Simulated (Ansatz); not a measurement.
# Re: pressure against volume

How stiff is Re, and at what volume does the pressure vanish? The cell is scaled evenly, atoms carried along, and solved with LAPW, PAW and all-electron datasets made for the crystal.

Program: Ansatz 0.2.0. Level of theory: DFT LDA, scalar-relativistic. These are calculated values, not measurements.

### Step 1. The system as given

Symmetry: Fm-3m, No. 225, cubic system. The conventional cell has a = 3.950 Å, b = 3.950 Å, c = 3.950 Å, α = 90.00°, β = 90.00°, γ = 90.00°. Re (site symmetry m-3m) has 12 Re at 2.79 Å as nearest neighbours.

As a file:

```cif
data_structure
_symmetry_space_group_name_H-M 'P 1'
_symmetry_Int_Tables_number 1
_cell_length_a 2.7931
_cell_length_b 2.7931
_cell_length_c 2.7931
_cell_angle_alpha 60.000
_cell_angle_beta 60.000
_cell_angle_gamma 60.000
_cell_volume 15.41
loop_
_atom_site_label
_atom_site_type_symbol
_atom_site_fract_x
_atom_site_fract_y
_atom_site_fract_z
_atom_site_occupancy
Re1 Re 0.00000 0.00000 0.00000 1
```

### Step 2. Volume × 0.96, LAPW

input.yaml reads:

```yaml
crystal:
  lattice:
    - [0.0, 1.9483075387, 1.9483075387]
    - [1.9483075387, 0.0, 1.9483075387]
    - [1.9483075387, 1.9483075387, 0.0]
  atoms:
    - { symbol: Re, position: [0.0, 0.0, 0.0] }
kpoints:
  mp_grid: { grid: [14, 14, 14] }
  band_path:
    path:
      - [0.0, 0.0, 0.0]
      - [0.5, 0.0, 0.5]
      - [0.625, 0.25, 0.625]
      - [0.375, 0.375, 0.75]
      - [0.0, 0.0, 0.0]
      - [0.5, 0.5, 0.5]
      - [0.5, 0.25, 0.75]
      - [0.5, 0.0, 0.5]
    npoints: 5
scf:
  occupations: { method: fermi_dirac, width: 0.03 }
hamiltonian:
  xc: lda
  pseudopotentials: { kind: all_electron, lapw: { basis_error: 0.001 } }
output:
  forces: true
  stress: true
  eigenvalues: true
```

Command:

```console
$ ansatz run input.yaml --threads 1 --pin off --max-ram 3072MiB --backend cpu --events-out ev --progress --plain --runs-dir out
```

### Step 3. Volume × 0.96, PAW

input.yaml reads:

```yaml
crystal:
  lattice:
    - [0.0, 1.9483075387, 1.9483075387]
    - [1.9483075387, 0.0, 1.9483075387]
    - [1.9483075387, 1.9483075387, 0.0]
  atoms:
    - { symbol: Re, position: [0.0, 0.0, 0.0] }
kpoints:
  mp_grid: { grid: [14, 14, 14] }
scf:
  occupations: { method: fermi_dirac, width: 0.03 }
hamiltonian:
  xc: lda
  pseudopotentials: { kind: paw }
output:
  forces: true
  stress: true
  eigenvalues: true
  efg: { contact_densities: true }
```

### Step 4. Volume × 0.96, crystal datasets

input.yaml, as its differences from that of step 3:

```diff
@@ -13,3 +13,3 @@
   xc: lda
-  pseudopotentials: { kind: paw }
+  pseudopotentials: { kind: all_electron, datasets: crystal }
 output:
```

### Step 5. Volume × 0.99, LAPW

input.yaml reads:

```yaml
crystal:
  lattice:
    - [0.0, 1.9683945995, 1.9683945995]
    - [1.9683945995, 0.0, 1.9683945995]
    - [1.9683945995, 1.9683945995, 0.0]
  atoms:
    - { symbol: Re, position: [0.0, 0.0, 0.0] }
kpoints:
  mp_grid: { grid: [14, 14, 14] }
  band_path:
    path:
      - [0.0, 0.0, 0.0]
      - [0.5, 0.0, 0.5]
      - [0.625, 0.25, 0.625]
      - [0.375, 0.375, 0.75]
      - [0.0, 0.0, 0.0]
      - [0.5, 0.5, 0.5]
      - [0.5, 0.25, 0.75]
      - [0.5, 0.0, 0.5]
    npoints: 5
scf:
  occupations: { method: fermi_dirac, width: 0.03 }
hamiltonian:
  xc: lda
  pseudopotentials: { kind: all_electron, lapw: { basis_error: 0.001 } }
output:
  forces: true
  stress: true
  eigenvalues: true
```

### Step 6. Volume × 0.99, PAW

input.yaml reads:

```yaml
crystal:
  lattice:
    - [0.0, 1.9683945995, 1.9683945995]
    - [1.9683945995, 0.0, 1.9683945995]
    - [1.9683945995, 1.9683945995, 0.0]
  atoms:
    - { symbol: Re, position: [0.0, 0.0, 0.0] }
kpoints:
  mp_grid: { grid: [14, 14, 14] }
scf:
  occupations: { method: fermi_dirac, width: 0.03 }
hamiltonian:
  xc: lda
  pseudopotentials: { kind: paw }
output:
  forces: true
  stress: true
  eigenvalues: true
  efg: { contact_densities: true }
```

### Step 7. Volume × 0.99, crystal datasets

input.yaml, as its differences from that of step 6:

```diff
@@ -13,3 +13,3 @@
   xc: lda
-  pseudopotentials: { kind: paw }
+  pseudopotentials: { kind: all_electron, datasets: crystal }
 output:
```

### Step 8. Volume × 1.02, LAPW

input.yaml reads:

```yaml
crystal:
  lattice:
    - [0.0, 1.9880798514, 1.9880798514]
    - [1.9880798514, 0.0, 1.9880798514]
    - [1.9880798514, 1.9880798514, 0.0]
  atoms:
    - { symbol: Re, position: [0.0, 0.0, 0.0] }
kpoints:
  mp_grid: { grid: [14, 14, 14] }
  band_path:
    path:
      - [0.0, 0.0, 0.0]
      - [0.5, 0.0, 0.5]
      - [0.625, 0.25, 0.625]
      - [0.375, 0.375, 0.75]
      - [0.0, 0.0, 0.0]
      - [0.5, 0.5, 0.5]
      - [0.5, 0.25, 0.75]
      - [0.5, 0.0, 0.5]
    npoints: 5
scf:
  occupations: { method: fermi_dirac, width: 0.03 }
hamiltonian:
  xc: lda
  pseudopotentials: { kind: all_electron, lapw: { basis_error: 0.001 } }
output:
  forces: true
  stress: true
  eigenvalues: true
```

### Step 9. Volume × 1.02, PAW

input.yaml reads:

```yaml
crystal:
  lattice:
    - [0.0, 1.9880798514, 1.9880798514]
    - [1.9880798514, 0.0, 1.9880798514]
    - [1.9880798514, 1.9880798514, 0.0]
  atoms:
    - { symbol: Re, position: [0.0, 0.0, 0.0] }
kpoints:
  mp_grid: { grid: [14, 14, 14] }
scf:
  occupations: { method: fermi_dirac, width: 0.03 }
hamiltonian:
  xc: lda
  pseudopotentials: { kind: paw }
output:
  forces: true
  stress: true
  eigenvalues: true
  efg: { contact_densities: true }
```

### Step 10. Volume × 1.02, crystal datasets

input.yaml, as its differences from that of step 9:

```diff
@@ -13,3 +13,3 @@
   xc: lda
-  pseudopotentials: { kind: paw }
+  pseudopotentials: { kind: all_electron, datasets: crystal }
 output:
```

### Step 11. Volume × 1.06, LAPW

input.yaml reads:

```yaml
crystal:
  lattice:
    - [0.0, 2.0137353243, 2.0137353243]
    - [2.0137353243, 0.0, 2.0137353243]
    - [2.0137353243, 2.0137353243, 0.0]
  atoms:
    - { symbol: Re, position: [0.0, 0.0, 0.0] }
kpoints:
  mp_grid: { grid: [14, 14, 14] }
  band_path:
    path:
      - [0.0, 0.0, 0.0]
      - [0.5, 0.0, 0.5]
      - [0.625, 0.25, 0.625]
      - [0.375, 0.375, 0.75]
      - [0.0, 0.0, 0.0]
      - [0.5, 0.5, 0.5]
      - [0.5, 0.25, 0.75]
      - [0.5, 0.0, 0.5]
    npoints: 5
scf:
  occupations: { method: fermi_dirac, width: 0.03 }
hamiltonian:
  xc: lda
  pseudopotentials: { kind: all_electron, lapw: { basis_error: 0.001 } }
output:
  forces: true
  stress: true
  eigenvalues: true
```

### Step 12. Volume × 1.06, PAW

input.yaml reads:

```yaml
crystal:
  lattice:
    - [0.0, 2.0137353243, 2.0137353243]
    - [2.0137353243, 0.0, 2.0137353243]
    - [2.0137353243, 2.0137353243, 0.0]
  atoms:
    - { symbol: Re, position: [0.0, 0.0, 0.0] }
kpoints:
  mp_grid: { grid: [14, 14, 14] }
scf:
  occupations: { method: fermi_dirac, width: 0.03 }
hamiltonian:
  xc: lda
  pseudopotentials: { kind: paw }
output:
  forces: true
  stress: true
  eigenvalues: true
  efg: { contact_densities: true }
```

### Step 13. Volume × 1.06, crystal datasets

input.yaml, as its differences from that of step 12:

```diff
@@ -13,3 +13,3 @@
   xc: lda
-  pseudopotentials: { kind: paw }
+  pseudopotentials: { kind: all_electron, datasets: crystal }
 output:
```

(Steps that only read results are left out.)

Q: Predict the outcome of this session.

**Answer**, as computed:

| quantity | value |
| --- | --- |
| pressure at 14.79 Å³/atom (LAPW) | -10.79 GPa |
| pressure at 16.33 Å³/atom (LAPW) | -38.43 GPa |

In words: Over this range the mean stiffness −dP/dlnV is 279 GPa by LAPW; the pressure keeps one sign, so equilibrium lies outside the range. No thermal or zero-point expansion is included. Spin-orbit coupling is left out, though the cell holds Re; in elements this heavy it can shift bands and gaps by tenths of an eV.
